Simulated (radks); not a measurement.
# Ionisation of Re: one atom, several choices of relativity

The task here is to estimate one member of a computed series from the others.

Program: radks (a radial shooting solver on a logarithmic mesh, Libxc functionals) version 1. Level of theory: Kohn-Sham, PBE, spin-unpolarised, spherical densities. These are calculated values, not measurements, unless marked.

### What is computed

- element: rhenium (Z = 75)
- charge: 0
- electrons: 75
- configuration: [Xe] 4f14 5d5 6s2
- ion: Re⁺, [Xe] 4f14 5d5 6s1
- choices: non-relativistic; scalar-relativistic; Dirac, 2j+1 shares; Dirac, low j first; scalar-relativistic, finite nucleus; Dirac, 2j+1 shares, finite nucleus; Dirac, c × 0.75; Dirac, c × 1.5; Dirac, c × 5

Set-up of the first run:

Input:

```text
Z 75
configuration [Xe] 4f14 5d5 6s2 6p0 7s0
relativity non-relativistic
functional pbe,pbe
spin unpolarised
nucleus point
```

Steps of the session up to this table: non-relativistic: Re.

One of the session's tables, all rows but one given; the rest of the session is left out.

It belongs to the step «non-relativistic: Re». From the orbitals of this run (lengths in bohr):

```
level     <r>  outermost maximum (interpolated)  90 % within  nodes
   4p  0.4876                             0.450        0.707      2
   4d       ?                                 ?            ?      ?
   5s   1.137                              1.03         1.63      4
   4f  0.5636                             0.411        0.921      0
   5p   1.254                              1.10         1.83      3
   5d   1.853                              1.40         2.94      2
   6s   3.431                              2.86         5.12      5
   6p   4.829                              3.76         7.49      4
```

Estimate the missing values for 4d.

The run gave: <r>: 0.5023; outermost maximum (interpolated): 0.446; 90 % within: 0.751; nodes: 1. In the column «<r>» it lies between 4p (0.4876) and 4f (0.5636).

Limits of these values: Spin polarisation and multiplet splitting of open shells are left out at every level.
